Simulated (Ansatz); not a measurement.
# Cl₃H₃OSi₂: a ladder of functionals and wavefunction methods

Aim: compute Cl₃H₃OSi₂ with functionals from several rungs and with coupled cluster, and see how far each lands from CCSD(T) at the basis-set limit for the atomisation energy.

Method: functionals in def2-TZVPP, the program's frozen cores in correlated methods; program: Ansatz 0.2.0, Gaussian basis.

Plan: PBE-D4, r2SCAN-D4, PBE0-D4, B3LYP-D4, ωB97X-V, ωB97M-V, B2PLYP; CCSD(T)/def2-TZVPP; MP2/def2-QZVPP; extrapolation to the limit.

### Step 1. The geometry

The geometry comes from an earlier relaxation with PBE0-D4 in a triple-zeta def2 set; it is a stationary point, not always the lowest conformer.

SMILES `[SiH3]O[Si](Cl)(Cl)Cl`, 9 atoms, charge 0, spin multiplicity 1.

Atoms are counted from 1 here; the program's logs count them from 0.

Bond lengths: Si1–O2 1.650 Å, Si1–H7 1.480 Å, Si1–H8 1.483 Å, Si1–H9 1.483 Å, O2–Si3 1.598 Å, Si3–Cl4 2.028 Å, Si3–Cl5 2.022 Å, Si3–Cl6 2.028 Å. Angles: O2–Si1–H7 107.3°, O2–Si1–H8 109.2°, O2–Si1–H9 109.2°, H7–Si1–H8 110.5°, H7–Si1–H9 110.5°, H8–Si1–H9 110.1°, Si1–O2–Si3 149.1°, O2–Si3–Cl4 110.2°, O2–Si3–Cl5 108.9°, O2–Si3–Cl6 110.2°, Cl4–Si3–Cl5 109.3°, Cl4–Si3–Cl6 108.7°, Cl5–Si3–Cl6 109.3°.

### Step 2. PBE-D4 (GGA)

in.yaml reads:

```yaml
crystal:
  periodic: [false, false, false]
  atoms:
    - {symbol: Si, position_ang: [0.248224, -1.319561, 0.944424]}
    - {symbol: O, position_ang: [0.441360, -0.133961, -0.186244]}
    - {symbol: Si, position_ang: [-0.120944, 1.176055, -0.908976]}
    - {symbol: Cl, position_ang: [-1.902391, 0.778748, -1.793965]}
    - {symbol: Cl, position_ang: [1.206114, 1.772161, -2.312751]}
    - {symbol: Cl, position_ang: [-0.383222, 2.665105, 0.443254]}
    - {symbol: H, position_ang: [1.440755, -2.193160, 0.872723]}
    - {symbol: H, position_ang: [-0.979775, -2.091370, 0.637431]}
    - {symbol: H, position_ang: [0.138377, -0.700414, 2.287001]}
basis:
  gaussian: {orbitals: def2-TZVPP}
hamiltonian: {xc: pbe, dispersion: d4}
output: {forces: true, orbitals: {seedname: orbitals}}
```

Launch:

```bash
> ansatz run in.yaml --threads 2 --pin off --events-out ev --progress --plain --max-ram 22528MiB --backend cuda --devices 0, --max-vram 18GiB
```

The runs that follow: r2SCAN-D4 (meta-GGA); PBE0-D4 (hybrid); B3LYP-D4 (hybrid); ωB97X-V (range-separated); ωB97M-V (range-separated); B2PLYP (double hybrid); CCSD(T) in def2-TZVPP; MP2 in def2-QZVPP.

**Question.** What will the summary of the whole plan be? Wanted: atomisation energy, CCSD(T)/CBS; farthest; mean size of error, hybrid; mean size of error, range-separated; gap, smallest and largest; T1 diagnostic; triples share of the correlation energy.

**Answer**, as computed:

```
                               quantity                                 value
        atomisation energy, CCSD(T)/CBS                         3151.3 kJ/mol
 functionals within 15.8 kJ/mol (0.5 %)   PBE-D4, r2SCAN-D4, ωB97X-V, ωB97M-V
                               farthest                 B2PLYP (-77.8 kJ/mol)
             mean size of error, hybrid                           50.6 kJ/mol
    mean size of error, range-separated                            6.6 kJ/mol
              gap, smallest and largest  6.62 eV (PBE-D4), 13.49 eV (ωB97X-V)
                          T1 diagnostic                                0.0099
triples share of the correlation energy                                 3.9 %
```

PBE-D4 is off by -14.8 kJ/mol. Double hybrids carry the basis error of their MP2 part in triple zeta, and no dispersion term here, so their miss is partly the set-up's. The reference freezes the cores and leaves out relativity and excitations past (T), so misses under about 15.8 kJ/mol can't be ranked. Hartree-Fock recovers 75 % of the binding; the rest is correlation. Orbital gaps span 6.6 to 13.5 eV; exact exchange widens them.
